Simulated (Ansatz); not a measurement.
**TaRe: tests of the settings**

An exercise on one series of results from a longer session: the logs are not shown, and one member is left open.

Computed with Ansatz 0.2.0 (DFT PBEsol, scalar-relativistic, plane waves, PAW, unless a step's input says otherwise).

## The starting structure

It takes space group Cmmm (No. 65, orthorhombic). Conventional cell: a = 3.193 Å, b = 4.579 Å, c = 4.444 Å, α = 90.00°, β = 90.00°, γ = 90.00°. Around Ta (site symmetry mmm) lie 4 Re at 2.74 Å and 4 Ta at 2.79 Å. Re (site symmetry mmm) has 4 Ta at 2.74 Å and 4 Re at 2.79 Å as nearest neighbours.

Structure file:

```
CELL_PARAMETERS angstrom
1.59633 -2.28932 0.00000
1.59633 2.28932 0.00000
0.00000 0.00000 4.44409
ATOMIC_POSITIONS crystal
Ta 0.50000 0.50000 0.50000
Re 0.00000 0.00000 0.00000
```

Source of the structure: the Materials Project (structure only). It is taken as it stands there.

Set-up of the first run:

Contents of input.yaml:

```yaml
crystal:
  lattice:
    - [1.59633279, -2.2893158474, 0.0]
    - [1.59633279, 2.2893158474, 0.0]
    - [0.0, 0.0, 4.4440933868]
  atoms:
    - { symbol: Ta, position: [0.5, 0.5, 0.5] }
    - { symbol: Re, position: [0.0, 0.0, 0.0] }
basis:
  ecutwfc: 420
kpoints:
  mp_grid: { grid: [6, 6, 4] }
hamiltonian:
  xc: pbesol
scf:
  occupations: { method: gaussian, width: 0.1 }
output:
  forces: true
  stress: true
  eigenvalues: true
```

Steps of the session up to this table: Quick check of gap, pressure and forces; Base run on a denser mesh; Plane-wave cutoff: 250 eV; Plane-wave cutoff: 300 eV; Plane-wave cutoff set to 350 eV; Plane-wave cutoff: 500 eV.

One of the session's tables, all rows but one given; the rest of the session is left out.

It belongs to the step «What the plane-wave cutoff changes». 

| cutoff (eV) | ΔE (meV/atom) | pressure (GPa) |
| --- | --- | --- |
| 250 | 588 | -4.27 |
| 300 | ? | ? |
| 350 | 8.87 | -5.77 |
| 420 | 1.47 | -5.82 |
| 500 | 0.00 | -5.83 |

**Question.** Estimate the row for cutoff (eV) = 300.

Worked estimate for «ΔE (meV/atom)». A straight line through the neighbours (250, 588) and (350, 8.87) gives 588 + (8.87 − 588) × (300 − 250) / (350 − 250) = 298.4; a parabola fitted to 3 rows on both sides gives 214.8.

The run gave: ΔE (meV/atom): 70.0; pressure (GPa): -5.47. In «ΔE (meV/atom)» the line misses by +228.4 and the parabola by +144.8.

The last step in the plane-wave cutoff still changes the energy by 1.47 meV/atom: the series is not settled to 1 meV/atom. Total energies converge more slowly with the cutoff than differences between like structures do. The pressure is off by up to 1.6 GPa.

Caveats from the session: The energy still moves by 1.86 meV/atom between the last two values of the plane-wave cutoff on the displaced cell, so 1 meV/atom is not shown to be reached. Warnings in the runs' records: cutoff below recommended.
